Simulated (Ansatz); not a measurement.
# ClCrH2NO2: up Jacob's ladder to CCSD(T)

The task here is to estimate one member of a computed series from the others.

Method: functionals in def2-TZVPP, the program's frozen cores in correlated methods; program: Ansatz 0.2.0, Gaussian basis.

The runs, in order: LDA (SPW92), PBE-D4, revPBE-D4, BLYP-D4, r2SCAN-D4, B97M-V, PBE0-D4, B3LYP-D4, r2SCANh-D4, r2SCAN0-D4, HSE06-D4, BHLYP-D4, CAM-B3LYP-D4, LC-ωPBE, ωB97X-V, ωB97M-V, B2PLYP, PBE-QIDH; CCSD(T)/def2-SVP; CCSD(T)/def2-TZVPP; CCSD(T)/def2-QZVPP; extrapolation to the limit; RPA on PBE.

### The relaxed structure

An earlier PBE0-D4 in a triple-zeta def2 set relaxation fixed the geometry.

SMILES `[NH2][Cr](=[O])(=[O])[Cl]`, 7 atoms, charge 0, spin multiplicity 1.

Atoms are counted from 1 here; the program's logs count them from 0.

Bond lengths: N1–Cr2 1.773 Å, N1–H6 1.010 Å, N1–H7 1.010 Å, Cr2–O3 1.544 Å, Cr2–O4 1.544 Å, Cr2–Cl5 2.137 Å. Angles: Cr2–N1–H6 122.5°, Cr2–N1–H7 122.5°, H6–N1–H7 113.6°, N1–Cr2–O3 108.4°, N1–Cr2–O4 108.4°, N1–Cr2–Cl5 109.7°, O3–Cr2–O4 112.4°, O3–Cr2–Cl5 109.0°, O4–Cr2–Cl5 109.0°.

The first run:

The input, in.yaml:

```yaml
crystal:
  periodic: [false, false, false]
  atoms:
    - {symbol: N, position_ang: [-0.844229, 0.525100, 0.473101]}
    - {symbol: Cr, position_ang: [0.496213, -0.390849, -0.238767]}
    - {symbol: O, position_ang: [1.485666, -0.760738, 0.887595]}
    - {symbol: O, position_ang: [-0.084744, -1.636346, -0.942864]}
    - {symbol: Cl, position_ang: [1.505706, 0.817814, -1.682938]}
    - {symbol: H, position_ang: [-0.762186, 1.010824, 1.354709]}
    - {symbol: H, position_ang: [-1.796436, 0.434195, 0.149176]}
basis:
  gaussian: {orbitals: def2-TZVPP}
hamiltonian: {xc: lda}
output: {orbitals: {seedname: orbitals}}
```

Started as:

```sh
> ansatz run in.yaml --threads 2 --pin off --events-out ev --progress --plain --max-ram 20480MiB --backend cpu
```

Steps of the session up to this table: LDA; PBE-D4 (GGA); revPBE-D4 (GGA); BLYP-D4 (GGA); r2SCAN-D4 (meta-GGA); B97M-V (meta-GGA); PBE0-D4 (hybrid); B3LYP-D4 (hybrid); r2SCANh-D4 (hybrid); r2SCAN0-D4 (hybrid); HSE06-D4 (hybrid); BHLYP-D4 (hybrid); CAM-B3LYP-D4 (range-separated); LC-ωPBE (range-separated); ωB97X-V (range-separated); ωB97M-V (range-separated); B2PLYP (double hybrid); PBE-QIDH (double hybrid).

One table of the session follows, with a row left open; its other results are not shown here.

It belongs to the step «Orbital energies across the functionals». 

```
  functional  HOMO (eV)  LUMO (eV)  gap (eV)
 LDA (SPW92)      -7.57      -4.75      2.82
      PBE-D4      -7.37      -4.52      2.86
   revPBE-D4          ?          ?         ?
     BLYP-D4      -7.24      -4.44      2.80
   r2SCAN-D4      -7.70      -4.63      3.07
      B97M-V      -7.75      -4.65      3.10
     PBE0-D4      -8.70      -3.84      4.86
    B3LYP-D4      -8.47      -4.08      4.39
  r2SCANh-D4      -8.19      -4.35      3.84
  r2SCAN0-D4      -8.93      -3.91      5.02
    HSE06-D4      -8.30      -4.22      4.08
    BHLYP-D4      -9.93      -2.99      6.94
CAM-B3LYP-D4     -10.03      -2.82      7.22
     LC-ωPBE     -11.35      -1.70      9.65
     ωB97X-V     -10.99      -1.72      9.27
     ωB97M-V     -10.87      -1.69      9.18
```

Estimate the missing values for revPBE-D4.

As computed: HOMO (eV): -7.30; LUMO (eV): -4.43; gap (eV): 2.87. In the column «HOMO (eV)» it lies between PBE-D4 (-7.37) and BLYP-D4 (-7.24).
